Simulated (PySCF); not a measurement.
# TlGa (triplet): the SCF solver's settings

The same problem is solved with other solver options, one edit a run.

Program: PySCF 2.14.0. Level of theory: each script names its method and basis. These are calculated values, not measurements.

6 further runs of the same task are left out: 2 for a known fault of the program, 4 that didn't finish.

## Step 1: Starting geometry

TlGa (triplet): 2 atoms, charge 0, spin multiplicity 3.

Bond lengths: Tl1–Ga2 2.767 Å.

## Step 2: The run that the others are compared with

Input file input.py:

```python
from pyscf import gto, scf

mol = gto.M(
    atom='Tl 0 0 0; Ga 0 0 2.767',
    basis='def2-svpd',
    ecp={'Tl': 'def2-svpd'},
    charge=0,
    spin=2,
    verbose=3,
)
mf = scf.UHF(mol)
mf.kernel()
mf.stability(internal=True, external=True)
mf.dip_moment()
print('orbital energies (hartree):', [e[max(0, n-3):n+3].round(4) for e, n in zip(mf.mo_energy, mol.nelec)])
```

Command:

```
$ OMP_NUM_THREADS=1 python input.py
```

Its log is not repeated here.

It gives: E(SCF) = -2094.496260 Eh, ⟨S²⟩ = 2.027, μ = 1.11 D, internal unstable; real -> complex unstable; UHF/UKS -> GHF/GKS unstable.

The bond length is a typed value, not an optimised one. A lower solution of the same kind exists, so this energy is an upper bound. The triplet is typed in the script; nothing here shows that it is the ground state.

## Step 3: Convergence threshold 1e-07 hartree

Edit 1 changes convergence threshold: default → 1e-07 hartree.

Input file input.py:

```python
from pyscf import gto, scf

mol = gto.M(
    atom='Tl 0 0 0; Ga 0 0 2.767',
    basis='def2-svpd',
    ecp={'Tl': 'def2-svpd'},
    charge=0,
    spin=2,
    verbose=3,
)
mf = scf.UHF(mol)
mf.conv_tol = 1e-07
mf.kernel()
mf.stability(internal=True, external=True)
mf.dip_moment()
print('orbital energies (hartree):', [e[max(0, n-3):n+3].round(4) for e, n in zip(mf.mo_energy, mol.nelec)])
```

Command:

```
$ OMP_NUM_THREADS=1 python input.py
```

## Step 4: DIIS space 12

Edit 2 changes DIIS space: default → 12.

input.py, as its differences from that of step 2:

```diff
@@ -11,2 +11,3 @@
 mf = scf.UHF(mol)
+mf.diis_space = 12
 mf.kernel()
```

## Step 5: DIIS space 4

Edit 3 changes DIIS space: default → 4.

input.py, as its differences from that of step 2:

```diff
@@ -11,2 +11,3 @@
 mf = scf.UHF(mol)
+mf.diis_space = 4
 mf.kernel()
```

What does the calculation give? Wanted: for each run, E(SCF); from base; SCF dipole; after the SCF.

**Answer**, as computed:

```csv
run,E(SCF) (hartree),from base (eV),SCF dipole (D),after the SCF
base,-2094.496260,0,1.11,"unstable: internal, real -> complex, UHF/UKS -> GHF/GKS"
convergence threshold 1e-07 hartree,-2094.496260,0.0000,1.11,"unstable: internal, real -> complex, UHF/UKS -> GHF/GKS"
DIIS space 12,-2094.496260,0.0000,1.11,"unstable: internal, real -> complex, UHF/UKS -> GHF/GKS"
DIIS space 4,-2094.496260,0.0000,1.11,"unstable: internal, real -> complex, UHF/UKS -> GHF/GKS"
```

In words: No change of the SCF energy comes from convergence threshold 1e-07 hartree or DIIS space 12 or DIIS space 4.
